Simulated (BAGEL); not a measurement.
# A workflow on CH4BFOSi (SMILES O=CB[SiH2]F)

Aim: a single-point energy (HF/cc-pVDZ), then the energy (NEVPT2(2,2)/cc-pVDZ), then a single-point energy (CASPT2(2,2)/cc-pVDZ) of CH4BFOSi. 

The results are computed with BAGEL 1.2.2.

1 further run of the same task is left out (set aside as unsound or not needed).

### Step 1. The system as given

The species is CH4BFOSi (9 atoms), meant as a singlet with charge 0. SMILES: `O=CB[SiH2]F`. Geometry: relaxed at PBE0-D4/def2-TZVP. This is one conformer, not always the lowest.

Bond lengths: O1–C2 1.227 Å, C2–B3 1.522 Å, B3–Si4 2.001 Å, Si4–F5 1.610 Å, C2–H6 1.099 Å, B3–H7 1.195 Å, Si4–H8 1.489 Å, Si4–H9 1.486 Å. Some angles: O1–C2–B3 90.0°, C2–B3–Si4 120.9°, B3–Si4–F5 110.9°, O1–C2–H6 122.9°, B3–C2–H6 147.1°, C2–B3–H7 117.0°, Si4–B3–H7 122.0°, B3–Si4–H8 109.8°, B3–Si4–H9 112.6°, F5–Si4–H8 107.4°.

### Step 2. The energy at HF/cc-pVDZ (density fitting with svp-jkfit) (run 1)

input.json reads:

```json
{ "bagel" : [

{
  "title" : "molecule",
  "basis" : "cc-pvdz.json",
  "df_basis" : "svp-jkfit",
  "angstrom" : false,
  "geometry" : [
    { "atom" : "O", "xyz" : [    -1.49198980,     1.47475739,     3.21968136 ] },
    { "atom" : "C", "xyz" : [    -0.24250288,     2.72518916,     1.72037265 ] },
    { "atom" : "B", "xyz" : [     1.18688596,     0.35660644,     0.93689220 ] },
    { "atom" : "Si", "xyz" : [    -0.14593788,    -1.90407293,    -1.78582520 ] },
    { "atom" : "F", "xyz" : [    -2.57159033,    -0.65987724,    -3.13641246 ] },
    { "atom" : "H", "xyz" : [    -0.49591516,     4.77157358,     1.47111777 ] },
    { "atom" : "H", "xyz" : [     3.04000242,    -0.16043775,     2.11970579 ] },
    { "atom" : "H", "xyz" : [     1.82164496,    -2.27256952,    -3.76417948 ] },
    { "atom" : "H", "xyz" : [    -0.93395367,    -4.41835353,    -0.81431700 ] }
  ]
},

{ "title" : "hf", "charge" : 0 },

{ "title" : "print", "file" : "orbitals.molden", "orbitals" : true }

]}
```

The basis set cc-pVDZ is read from a file made from the Basis Set Exchange's data (not shown).

The run is started by

```bash
$ BAGEL_NUM_THREADS=1 BAGEL input.json > input.out
```

Log:

```text
* using 1 threads per process

  ===============================================================
  ===============================================================

  *** Geometry ***

  { "atom" : "O", "xyz" : [     -1.491990,      1.474757,      3.219681 ] },
  { "atom" : "C", "xyz" : [     -0.242503,      2.725189,      1.720373 ] },
  { "atom" : "B", "xyz" : [      1.186886,      0.356606,      0.936892 ] },
  { "atom" : "Si", "xyz" : [     -0.145938,     -1.904073,     -1.785825 ] },
  { "atom" : "F", "xyz" : [     -2.571590,     -0.659877,     -3.136412 ] },
  { "atom" : "H", "xyz" : [     -0.495915,      4.771574,      1.471118 ] },
  { "atom" : "H", "xyz" : [      3.040002,     -0.160438,      2.119706 ] },
  { "atom" : "H", "xyz" : [      1.821645,     -2.272570,     -3.764179 ] },
  { "atom" : "H", "xyz" : [     -0.933954,     -4.418354,     -0.814317 ] },

  Number of auxiliary basis functions:      504

  Since a DF basis is specified, we compute 2- and 3-index integrals:
    o Being stored without compression. Storage requirement is 0.036 GB

  Number of basis functions:       94
  Number of electrons      :       46

    * METHOD: MOLECULE                             0.18

  *** RHF ***

  === Nuclear Repulsion ===
   199.7694504111

      * DIIS with orbital gradients will be used.

  === RHF iteration (cc-pvdz.json) ===
      0       -527.86730561          0.01503773           0.05
      1       -527.99671604          0.01311217           0.05
      2       -528.11878507          0.00179767           0.05
      3       -528.12196200          0.00091841           0.05
      4       -528.12275168          0.00020778           0.05
      5       -528.12282502          0.00009237           0.05
      6       -528.12284456          0.00004816           0.05
      7       -528.12285199          0.00001423           0.05
      8       -528.12285249          0.00000557           0.05
      9       -528.12285254          0.00000276           0.05
     10       -528.12285255          0.00000077           0.05
     11       -528.12285255          0.00000037           0.05
     12       -528.12285255          0.00000016           0.05
     13       -528.12285255          0.00000009           0.05
     14       -528.12285255          0.00000005           0.05
     15       -528.12285255          0.00000002           0.05
     16       -528.12285255          0.00000001           0.05
     17       -528.12285255          0.00000000           0.05
    * SCF iteration converged.

    * Permanent dipole moment:
           (   -0.862264,    -0.640753,     0.035712) a.u.

    * METHOD: HF                                   1.01

    * METHOD: PRINT                                0.01

  ===============================================================
```

Wall time 1.4 s (1 thread of AMD EPYC 9R45 (Zen 5), shared host); peak memory 0.15 GiB.

### Step 3. The energy at NEVPT2(2,2)/cc-pVDZ (density fitting with svp-jkfit) (run 2)

calc.json reads:

```json
{ "bagel": [

{
  "title": "molecule",
  "basis": "cc-pvdz.json",
  "df_basis": "svp-jkfit",
  "angstrom": "false",
  "geometry": [
    { "atom": "O", "xyz": [    -1.49198980,     1.47475739,     3.21968136 ] },
    { "atom": "C", "xyz": [    -0.24250288,     2.72518916,     1.72037265 ] },
    { "atom": "B", "xyz": [     1.18688596,     0.35660644,     0.93689220 ] },
    { "atom": "Si", "xyz": [    -0.14593788,    -1.90407293,    -1.78582520 ] },
    { "atom": "F", "xyz": [    -2.57159033,    -0.65987724,    -3.13641246 ] },
    { "atom": "H", "xyz": [    -0.49591516,     4.77157358,     1.47111777 ] },
    { "atom": "H", "xyz": [     3.04000242,    -0.16043775,     2.11970579 ] },
    { "atom": "H", "xyz": [     1.82164496,    -2.27256952,    -3.76417948 ] },
    { "atom": "H", "xyz": [    -0.93395367,    -4.41835353,    -0.81431700 ] }
  ]
},

{ "title": "hf" },

{ "title": "casscf", "nstate": 1, "nact": 2, "nclosed": 22, "active": [19, 31], "maxiter": 200, "natocc": "true" },

{ "title": "nevpt2", "nstate": 1, "nact": 2, "nclosed": 22, "active": [19, 31], "maxiter": 200, "natocc": "true", "ncore": 9 },

{ "title": "print", "file": "orbitals.molden", "orbitals": "true" }

]}
```

The basis set cc-pVDZ is read from a file made from the Basis Set Exchange's data (not shown).

The run is started by

```bash
$ BAGEL_NUM_THREADS=1 BAGEL calc.json > calc.out
```

Log:

```text
* using 1 threads per process

  ===============================================================
  ===============================================================

  *** Geometry ***

  { "atom" : "O", "xyz" : [     -1.491990,      1.474757,      3.219681 ] },
  { "atom" : "C", "xyz" : [     -0.242503,      2.725189,      1.720373 ] },
  { "atom" : "B", "xyz" : [      1.186886,      0.356606,      0.936892 ] },
[... 5 lines of this table left out ...]
  { "atom" : "H", "xyz" : [     -0.933954,     -4.418354,     -0.814317 ] },

  Number of auxiliary basis functions:      504

  Since a DF basis is specified, we compute 2- and 3-index integrals:
    o Being stored without compression. Storage requirement is 0.036 GB

  Number of basis functions:       94
  Number of electrons      :       46

    * METHOD: MOLECULE                             0.18

  *** RHF ***

  === Nuclear Repulsion ===
   199.7694504111

      * DIIS with orbital gradients will be used.

  === RHF iteration (cc-pvdz.json) ===
      0       -527.86730561          0.01503773           0.05
      1       -527.99671604          0.01311217           0.05
      2       -528.11878507          0.00179767           0.05
[... 14 lines of this table left out ...]
     17       -528.12285255          0.00000000           0.05
    * SCF iteration converged.

    * Permanent dipole moment:
           (   -0.862264,    -0.640753,     0.035712) a.u.

    * METHOD: HF                                   1.00

  ---------------------------
      CASSCF calculation
  ---------------------------

    ==== Active orbitals : =====
         Orbital 19
         Orbital 31
    ============================

    * nstate   :      1
    * nclosed  :     22
    * nact     :      2
    * nvirt    :     70
  === CASSCF iteration (cc-pvdz.json) ===

    * Using the second-order algorithm

      0  0      -528.12297783     2.93e-05      0.01

      1  0      -528.12359025     9.53e-05      0.30
[... 49 lines of this table left out ...]
     26  0      -528.15376060     5.18e-09      0.20

    * Second-order optimization converged. *

     guess   0:   closed 1.                   open ..

  === FCI iteration ===

      0  0      -528.12024867     8.84e-02      0.00
      1  0      -528.15279273     1.21e-02      0.00
      2  0 *    -528.15376060     7.30e-16      0.00

     * ci vector, state   0, <S^2> = 0.0000
       2.     0.9823305240
       .2    -0.1871543258

    * METHOD: CASSCF                               8.80

    * freezing 9 orbitals

  === DF-NEVPT2 calculation ===

    * 3-index integral transformation done
    * assembly done

      NEVPT2 correlation energy:   -0.6434719014      0.16

          (+0)     -0.5134155112
          (+0)'    -0.0577695307
          (+1)     -0.0137739176
          (+1)'    -0.0000000000
          (+2)     -0.0015440226
          (-1)     -0.0522962714
          (-1)'     0.0000000000
          (-2)     -0.0046726479

      NEVPT2 total energy:       -528.7972325059

    * METHOD: NEVPT2                               0.26

    * METHOD: PRINT                                0.01

  ===============================================================
```

Wall time 11 s (1 thread of AMD EPYC 9R45 (Zen 5), shared host); peak memory 0.15 GiB.

### Step 4. A single-point energy at CASPT2(2,2)/cc-pVDZ (density fitting with svp-jkfit) (run 3)

job.json reads:

```json
{ "bagel": [

{
  "title": "molecule",
  "basis": "cc-pvdz.json",
  "df_basis": "svp-jkfit",
  "angstrom": false,
  "geometry": [
    { "atom": "O", "xyz": [    -1.49198980,     1.47475739,     3.21968136 ] },
    { "atom": "C", "xyz": [    -0.24250288,     2.72518916,     1.72037265 ] },
    { "atom": "B", "xyz": [     1.18688596,     0.35660644,     0.93689220 ] },
    { "atom": "Si", "xyz": [    -0.14593788,    -1.90407293,    -1.78582520 ] },
    { "atom": "F", "xyz": [    -2.57159033,    -0.65987724,    -3.13641246 ] },
    { "atom": "H", "xyz": [    -0.49591516,     4.77157358,     1.47111777 ] },
    { "atom": "H", "xyz": [     3.04000242,    -0.16043775,     2.11970579 ] },
    { "atom": "H", "xyz": [     1.82164496,    -2.27256952,    -3.76417948 ] },
    { "atom": "H", "xyz": [    -0.93395367,    -4.41835353,    -0.81431700 ] }
  ]
},

{
  "title": "hf"
},

{
  "title": "casscf",
  "nstate": 1,
  "nact": 2,
  "nclosed": 22,
  "active": [19, 31],
  "maxiter": 200,
  "natocc": true
},

{
  "title": "print",
  "file": "orbitals.molden",
  "orbitals": true
},

{
  "title": "smith",
  "method": "caspt2",
  "ms": true,
  "xms": true,
  "sssr": true,
  "shift": 0.2,
  "shift_imag": true,
  "ncore": 9
}

]}
```

The basis set cc-pVDZ is read from a file made from the Basis Set Exchange's data (not shown).

The run is started by

```bash
$ BAGEL_NUM_THREADS=1 BAGEL job.json > job.out
```

Log:

```text
* using 1 threads per process

  ===============================================================
  ===============================================================

  *** Geometry ***

  { "atom" : "O", "xyz" : [     -1.491990,      1.474757,      3.219681 ] },
  { "atom" : "C", "xyz" : [     -0.242503,      2.725189,      1.720373 ] },
  { "atom" : "B", "xyz" : [      1.186886,      0.356606,      0.936892 ] },
[... 5 lines of this table left out ...]
  { "atom" : "H", "xyz" : [     -0.933954,     -4.418354,     -0.814317 ] },

  Number of auxiliary basis functions:      504

  Since a DF basis is specified, we compute 2- and 3-index integrals:
    o Being stored without compression. Storage requirement is 0.036 GB

  Number of basis functions:       94
  Number of electrons      :       46

    * METHOD: MOLECULE                             0.18

  *** RHF ***

  === Nuclear Repulsion ===
   199.7694504111

      * DIIS with orbital gradients will be used.

[... 6 lines left out ...]
    * SCF iteration converged.
[... 1 line left out ...]
    * Permanent dipole moment:
[... 27 lines left out ...]
    * Second-order optimization converged. *
[... 9 lines left out ...]
     * ci vector, state   0, <S^2> = 0.0000
[... 16 lines left out ...]
    * Zeroth order energy : state  0       -1.0267917148
[... 3 lines left out ...]
      -------------------------------------------  CASPT2 iteration  ---------------------------------------------------
       #      aibj      arbs      arbi      airj      risj      airs      arst      rist         Etot      error   time
      ------------------------------------------------------------------------------------------------------------------

       0  -0.51149  -0.00543  -0.05141  -0.01439  -0.00205  -0.05162  -0.00000   0.00000   -0.6364018  0.0016725   0.09
       1  -0.51173  -0.00544  -0.05154  -0.01461  -0.00215  -0.05249  -0.00000  -0.00000   -0.6379681  0.0002433   0.07
       2  -0.51174  -0.00544  -0.05150  -0.01463  -0.00216  -0.05254  -0.00000   0.00000   -0.6380115  0.0000416   0.07
       3  -0.51174  -0.00544  -0.05150  -0.01462  -0.00217  -0.05255   0.00000   0.00000   -0.6380124  0.0000081   0.07
       4  -0.51174  -0.00544  -0.05150  -0.01462  -0.00217  -0.05255   0.00000   0.00000   -0.6380125  0.0000018   0.07
       5  -0.51174  -0.00544  -0.05150  -0.01462  -0.00217  -0.05255  -0.00000   0.00000   -0.6380125  0.0000004   0.08

      ------------------------------------------------------------------------------------------------------------------

    * CASPT2 energy : state  0     -528.7946847594
        w/o shift correction       -528.7917730931
        reference weight              0.8388397136

    * METHOD: SMITH                                0.65

  ===============================================================
```

It took 11 s on 1 thread of AMD EPYC 9R45 (Zen 5), shared host; peak memory 0.27 GiB.

### Step 5. Outcome

```
                                quantity          value
         run 1, HF/cc-pVDZ: total energy  -528.12285 Eh
        run 1, HF/cc-pVDZ: dipole moment         2.73 D
          run 1, HF/cc-pVDZ: HOMO energy      -11.33 eV
          run 1, HF/cc-pVDZ: LUMO energy        2.42 eV
        run 1, HF/cc-pVDZ: HOMO–LUMO gap       13.76 eV
run 2, NEVPT2(2,2)/cc-pVDZ: total energy  -528.79723 Eh
run 3, CASPT2(2,2)/cc-pVDZ: total energy  -528.79468 Eh
```
